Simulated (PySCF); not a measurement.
# BrCl: magnetic properties, part 2 of 2

PySCF 2.14.0. Atoms count from 0. Earlier steps stand in the parts before.

### 11 Magnetic properties: GIAO B3LYP/Sadlej pVTZ

What the job is given:

```
{"job": {"kind": "mag", "xc": "B3LYP", "basis": "Sadlej pVTZ"}, "charge": 0, "multiplicity": 1}
Cl     1.085873    -0.010111    -0.004778
Br    -1.078823    -0.001107    -0.015556
```

Method: GIAO B3LYP/Sadlej pVTZ magnetisability, rotational g tensor and spin-rotation constants, non-relativistic, gas phase.

The log of the run:

```text
coarse grid: 13648 points
cycle   1  E = -3034.3315457014  dE = -3.678e+00  |g| = 8.847e-01  |ddm| = 1.144e+04
cycle   2  E = -3034.3168346247  dE =  1.471e-02  |g| = 7.876e-01  |ddm| = 1.087e+00
cycle   3  E = -3034.3513874483  dE = -3.455e-02  |g| = 1.556e-01  |ddm| = 5.824e-01
cycle   4  E = -3034.3562659626  dE = -4.879e-03  |g| = 6.006e-02  |ddm| = 1.858e-01
cycle   5  E = -3034.3572769595  dE = -1.011e-03  |g| = 6.831e-03  |ddm| = 5.421e-02
cycle   6  E = -3034.3572852822  dE = -8.323e-06  |g| = 1.230e-03  |ddm| = 6.120e-03
final grid: 24824 points
cycle   7  E = -3034.3572884120  dE =  2.439e-07  |g| = 1.446e-03  |ddm| = 2.226e-03
cycle   8  E = -3034.3572876576  dE =  7.544e-07  |g| = 2.185e-03  |ddm| = 3.172e-03
cycle   9  E = -3034.3572889773  dE = -1.320e-06  |g| = 3.684e-04  |ddm| = 2.032e-03
cycle  10  E = -3034.3572889936  dE = -1.627e-08  |g| = 2.863e-05  |ddm| = 2.397e-04
cycle  11  E = -3034.3572889938  dE = -1.473e-10  |g| = 1.683e-06  |ddm| = 2.087e-05
converged SCF energy = -3034.3572889938

Magnetisability tensor (1e-30 J/T^2)
     -925.46        0.99       -1.19
        0.99     -686.37        0.00
       -1.19        0.00     -686.37
isotropic -766.07   principal values    -925.47   -686.37   -686.37
isotropic susceptibility -46.134 1e-6 cm^3/mol

Inertial axes            a          b          c
rot. const./GHz           -     4.4506     4.4506
chi total           -55.733    -41.334    -41.334
chi diamagnetic     -55.733   -280.186   -280.186
chi paramagnetic      0.000    238.852    238.852
quadrupole/D A        3.893     -1.946     -1.946
g nuclear                 -     0.4765     0.4765
g electronic              -    -0.4994    -0.4994
g total                   -    -0.0229    -0.0229

Spin-rotation constants (kHz, H = +C I.J)
atom  isotope        aa         bb         cc
  0   35Cl            -      1.347      1.347
  1   79Br            -     21.302     21.302
```

Wall time 6 s (1 thread of Arm Neoverse N1, shared host); peak memory 0.59 GiB.

From this job:

| quantity | value |
| --- | --- |
| magnetisability | -766·10⁻³⁰ J/T² |
| molar susceptibility | -46.1·10⁻⁶ cm³/mol |
| rotational g (a, b, c) | –, -0.0229, -0.0229 |

### 12 Magnetic properties: GIAO B3LYP/ANO-RCC-VDZP

What the job is given:

```
{"job": {"kind": "mag", "xc": "B3LYP", "basis": "ANO-RCC-VDZP"}, "charge": 0, "multiplicity": 1}
Cl     1.085873    -0.010111    -0.004778
Br    -1.078823    -0.001107    -0.015556
```

With the program's defaults for keys left out, this is: GIAO B3LYP/ANO-RCC-VDZP magnetisability, rotational g tensor and spin-rotation constants, non-relativistic, gas phase.

ANO-RCC is contracted for a relativistic Hamiltonian, so without one its core functions misfit and properties at heavier nuclei are off.

The log of the run:

```text
coarse grid: 13648 points
cycle   1  E = -3012.1416691774  dE =  1.090e-01  |g| = 2.360e-01  |ddm| = 2.067e+00
cycle   2  E = -3012.1278101386  dE =  1.386e-02  |g| = 2.953e-01  |ddm| = 5.608e-01
cycle   3  E = -3012.1541772765  dE = -2.637e-02  |g| = 5.248e-02  |ddm| = 4.120e-01
cycle   4  E = -3012.1551486660  dE = -9.714e-04  |g| = 1.305e-02  |ddm| = 8.097e-02
cycle   5  E = -3012.1552031481  dE = -5.448e-05  |g| = 2.177e-03  |ddm| = 1.447e-02
cycle   6  E = -3012.1552045739  dE = -1.426e-06  |g| = 2.914e-04  |ddm| = 2.493e-03
final grid: 24824 points
cycle   7  E = -3012.1555253099  dE = -2.491e-09  |g| = 2.875e-04  |ddm| = 6.227e-04
cycle   8  E = -3012.1555252838  dE =  2.602e-08  |g| = 3.961e-04  |ddm| = 7.846e-04
cycle   9  E = -3012.1555253322  dE = -4.837e-08  |g| = 5.568e-05  |ddm| = 5.307e-04
cycle  10  E = -3012.1555253333  dE = -1.110e-09  |g| = 1.985e-06  |ddm| = 7.380e-05
cycle  11  E = -3012.1555253333  dE =  1.819e-12  |g| = 7.409e-07  |ddm| = 2.614e-06
converged SCF energy = -3012.1555253333

Magnetisability tensor (1e-30 J/T^2)
     -928.84        0.93       -1.12
        0.93     -704.86        0.00
       -1.12        0.00     -704.87
isotropic -779.52   principal values    -928.85   -704.86   -704.86
isotropic susceptibility -46.944 1e-6 cm^3/mol

Inertial axes            a          b          c
rot. const./GHz           -     4.4506     4.4506
chi total           -55.937    -42.448    -42.448
chi diamagnetic     -55.937   -280.111   -280.111
chi paramagnetic      0.000    237.663    237.663
quadrupole/D A        4.209     -2.104     -2.104
g nuclear                 -     0.4765     0.4765
g electronic              -    -0.4969    -0.4969
g total                   -    -0.0204    -0.0204

Spin-rotation constants (kHz, H = +C I.J)
atom  isotope        aa         bb         cc
  0   35Cl            -      1.348      1.348
  1   79Br            -     22.998     22.998
```

It took 4.1 s on 1 thread of Arm Neoverse N1, shared host; peak memory 0.42 GiB.

From this job:

| quantity | value |
| --- | --- |
| magnetisability | -780·10⁻³⁰ J/T² |
| molar susceptibility | -46.9·10⁻⁶ cm³/mol |
| rotational g (a, b, c) | –, -0.0204, -0.0204 |

### 13 Magnetic properties: GIAO B3LYP/6-31G*

What the job is given:

```
{"job": {"kind": "mag", "xc": "B3LYP", "basis": "6-31G*"}, "charge": 0, "multiplicity": 1}
Cl     1.085873    -0.010111    -0.004778
Br    -1.078823    -0.001107    -0.015556
```

With the program's defaults for keys left out, this is: GIAO B3LYP/6-31G* magnetisability, rotational g tensor and spin-rotation constants, non-relativistic, gas phase.

The log of the run:

```text
coarse grid: 13648 points
cycle   1  E = -3034.0339566435  dE = -9.305e-01  |g| = 1.855e-01  |ddm| = 1.740e+00
cycle   2  E = -3034.0305622140  dE =  3.394e-03  |g| = 2.057e-01  |ddm| = 3.959e-01
cycle   3  E = -3034.0402817387  dE = -9.720e-03  |g| = 3.916e-02  |ddm| = 2.934e-01
cycle   4  E = -3034.0407851122  dE = -5.034e-04  |g| = 1.014e-02  |ddm| = 6.637e-02
cycle   5  E = -3034.0408164792  dE = -3.137e-05  |g| = 1.183e-03  |ddm| = 1.206e-02
cycle   6  E = -3034.0408169512  dE = -4.720e-07  |g| = 1.386e-04  |ddm| = 2.419e-03
final grid: 24824 points
cycle   7  E = -3034.0408262425  dE = -2.248e-09  |g| = 1.027e-04  |ddm| = 2.978e-04
cycle   8  E = -3034.0408262421  dE =  4.225e-10  |g| = 9.449e-05  |ddm| = 2.392e-04
cycle   9  E = -3034.0408262444  dE = -2.234e-09  |g| = 3.079e-05  |ddm| = 1.540e-04
cycle  10  E = -3034.0408262446  dE = -2.742e-10  |g| = 1.255e-06  |ddm| = 3.920e-05
converged SCF energy = -3034.0408262446

Magnetisability tensor (1e-30 J/T^2)
     -914.89        0.92       -1.10
        0.92     -692.96        0.00
       -1.10        0.00     -692.96
isotropic -766.94   principal values    -914.90   -692.96   -692.96
isotropic susceptibility -46.186 1e-6 cm^3/mol

Inertial axes            a          b          c
rot. const./GHz           -     4.4506     4.4506
chi total           -55.096    -41.731    -41.731
chi diamagnetic     -55.096   -279.896   -279.896
chi paramagnetic      0.000    238.165    238.165
quadrupole/D A        3.500     -1.750     -1.750
g nuclear                 -     0.4765     0.4765
g electronic              -    -0.4980    -0.4980
g total                   -    -0.0215    -0.0215

Spin-rotation constants (kHz, H = +C I.J)
atom  isotope        aa         bb         cc
  0   35Cl            -      1.315      1.315
  1   79Br            -     19.729     19.729
```

It took 3.2 s on 1 thread of Arm Neoverse N1, shared host; peak memory 0.46 GiB.

In short:

| quantity | value |
| --- | --- |
| magnetisability | -767·10⁻³⁰ J/T² |
| molar susceptibility | -46.2·10⁻⁶ cm³/mol |
| rotational g (a, b, c) | –, -0.0215, -0.0215 |

### 14 Magnetic properties: GIAO B3LYP/pcSseg-2

What the job is given:

```
{"job": {"kind": "mag", "xc": "B3LYP", "basis": "pcSseg-2"}, "charge": 0, "multiplicity": 1}
Cl     1.085873    -0.010111    -0.004778
Br    -1.078823    -0.001107    -0.015556
```

Level: GIAO B3LYP/pcSseg-2 magnetisability, rotational g tensor and spin-rotation constants, non-relativistic, gas phase.

The log of the run:

```text
coarse grid: 13648 points
cycle   1  E = -3034.4213813379  dE = -1.141e+00  |g| = 1.031e+00  |ddm| = 1.389e+00
cycle   2  E = -3034.4044251468  dE =  1.696e-02  |g| = 8.328e-01  |ddm| = 4.795e-01
cycle   3  E = -3034.4424876174  dE = -3.806e-02  |g| = 2.179e-01  |ddm| = 4.516e-01
cycle   4  E = -3034.4497123302  dE = -7.225e-03  |g| = 7.480e-02  |ddm| = 2.172e-01
cycle   5  E = -3034.4513145422  dE = -1.602e-03  |g| = 5.156e-03  |ddm| = 6.664e-02
cycle   6  E = -3034.4513197507  dE = -5.209e-06  |g| = 2.025e-03  |ddm| = 5.794e-03
final grid: 24824 points
cycle   7  E = -3034.4513280029  dE =  3.233e-07  |g| = 2.354e-03  |ddm| = 3.160e-03
cycle   8  E = -3034.4513273395  dE =  6.634e-07  |g| = 3.027e-03  |ddm| = 3.895e-03
cycle   9  E = -3034.4513292391  dE = -1.900e-06  |g| = 4.103e-04  |ddm| = 2.230e-03
cycle  10  E = -3034.4513292672  dE = -2.811e-08  |g| = 4.689e-05  |ddm| = 2.898e-04
cycle  11  E = -3034.4513292679  dE = -6.589e-10  |g| = 2.428e-06  |ddm| = 4.133e-05
converged SCF energy = -3034.4513292679

Magnetisability tensor (1e-30 J/T^2)
     -921.25        0.96       -1.15
        0.96     -690.75        0.00
       -1.15        0.00     -690.75
isotropic -767.58   principal values    -921.26   -690.74   -690.74
isotropic susceptibility -46.225 1e-6 cm^3/mol

Inertial axes            a          b          c
rot. const./GHz           -     4.4506     4.4506
chi total           -55.480    -41.598    -41.598
chi diamagnetic     -55.480   -280.016   -280.016
chi paramagnetic      0.000    238.418    238.418
quadrupole/D A        3.798     -1.899     -1.899
g nuclear                 -     0.4765     0.4765
g electronic              -    -0.4985    -0.4985
g total                   -    -0.0220    -0.0220

Spin-rotation constants (kHz, H = +C I.J)
atom  isotope        aa         bb         cc
  0   35Cl            -      1.335      1.335
  1   79Br            -     20.883     20.883
```

Run time: 6.2 s. Hardware: 1 thread of Arm Neoverse N1, shared host; peak memory 0.55 GiB.

In short:

| quantity | value |
| --- | --- |
| magnetisability | -768·10⁻³⁰ J/T² |
| molar susceptibility | -46.2·10⁻⁶ cm³/mol |
| rotational g (a, b, c) | –, -0.0220, -0.0220 |

### 15 The levels compared

| level | ξ (10⁻³⁰ J/T²) | g(a) | g(b) | gap (eV) | functions | time |
| --- | --- | --- | --- | --- | --- | --- |
| GIAO LC-wPBE/aug-pcSseg-2 | -774 | – | -0.0197 | 9.95 | 138 | 15 s |
| GIAO B3LYP/aug-pcSseg-1 | -768 | – | -0.0231 | 4.22 | 83 | 4.4 s |
| GIAO B3LYP/def2-QZVP | -765 | – | -0.0225 | 4.33 | 145 | 11 s |
| GIAO B3LYP/aug-cc-pVDZ | -766 | – | -0.0228 | 4.22 | 63 | 3.5 s |
| GIAO B3LYP/6-31G | -770 | – | -0.0245 | 4.15 | 40 | 2.5 s |
| GIAO B3LYP/def2-TZVPD | -764 | – | -0.0231 | 4.31 | 103 | 6.3 s |
| GIAO B3LYP/6-311G** | -771 | – | -0.0236 | 4.25 | 70 | 3.9 s |
| GIAO B3LYP/3-21G | -784 | – | -0.0214 | 4.19 | 35 | 2 s |
| GIAO B3LYP/Sadlej pVTZ | -766 | – | -0.0229 | 4.25 | 96 | 6 s |
| GIAO B3LYP/ANO-RCC-VDZP | -780 | – | -0.0204 | 4.27 | 45 | 4.1 s |
| GIAO B3LYP/6-31G* | -767 | – | -0.0215 | 4.25 | 50 | 3.2 s |
| GIAO B3LYP/pcSseg-2 | -768 | – | -0.0220 | 4.34 | 106 | 6.2 s |

### 16 Results

What follows sums up all 2 parts.

```
                                                  quantity                    value
                                               point group                    Cinfv
                      rotational constants (main isotopes)           4.45, 4.45 GHz
       magnetisability (step 3, GIAO LC-wPBE/aug-pcSseg-2)          -774·10⁻³⁰ J/T²
  molar susceptibility (step 3, GIAO LC-wPBE/aug-pcSseg-2)       -46.6·10⁻⁶ cm³/mol
rotational g (a, b, c) (step 3, GIAO LC-wPBE/aug-pcSseg-2)      –, -0.0197, -0.0197
                           magnetisability over the levels  -784 to -764·10⁻³⁰ J/T²
```

In words: Over 3 steps the energy fell by 0.007 eV; of the close pairs, Cl0–Br1 changed most, 2.136 to 2.165 Å. Steps that list no spin-orbit terms leave them out, which matters at and beside the heavy atoms. The magnetisability spreads by 2.5 % over 12 levels, from GIAO B3LYP/3-21G (2 s) to GIAO B3LYP/def2-TZVPD (6.3 s); the runs took 2 s to 15 s. Vibrational averaging and real surroundings are missing from these values.
